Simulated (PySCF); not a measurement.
# C8H6Se (benzo[b]selenophene): the cost of one run

Computed with PySCF 2.14.0 and routines of our own; the level stands in each step. Atoms count from 0.

### Step 1. The system as given

15 atoms, charge 0, multiplicity 1; geometry from: GFN2-xTB.

### Step 2. Magnetic properties: GIAO KT3/pcSseg-1

The job: settings as JSON, then the geometry in Å.

```
{"job": {"kind": "mag", "xc": "KT3", "basis": "pcSseg-1", "isotopologues": 0}, "charge": 0, "multiplicity": 1}
C     -1.916499    -0.722302    -0.059602
C     -2.086111     0.646461     0.139603
C     -0.993899     1.484735     0.233749
C      0.276896     0.938800     0.126097
Se     1.921402     1.851704     0.220170
C      2.723859     0.182084    -0.038570
C      1.840807    -0.828573    -0.164217
C      0.466409    -0.443024    -0.076665
C     -0.656000    -1.267110    -0.167748
H     -2.785905    -1.359446    -0.129329
H     -3.082254     1.055590     0.221531
H     -1.120909     2.546670     0.388532
H      3.796378     0.103732    -0.073816
H      2.135395    -1.853187    -0.319285
H     -0.523982    -2.328143    -0.322361
```

With the program's defaults for keys left out, this is: GIAO KT3/pcSseg-1 magnetisability, rotational g tensor and spin-rotation constants, non-relativistic, gas phase.

The run is started by

```bash
$ OMP_NUM_THREADS=1 python excited_run.py task.json out
```

This one command runs all jobs of the session in turn.

**Question.** How long does this first job take on 1 thread of Arm Neoverse V2, shared host, and how much memory does it need?

About 62 s, with a peak of 0.81 GiB.
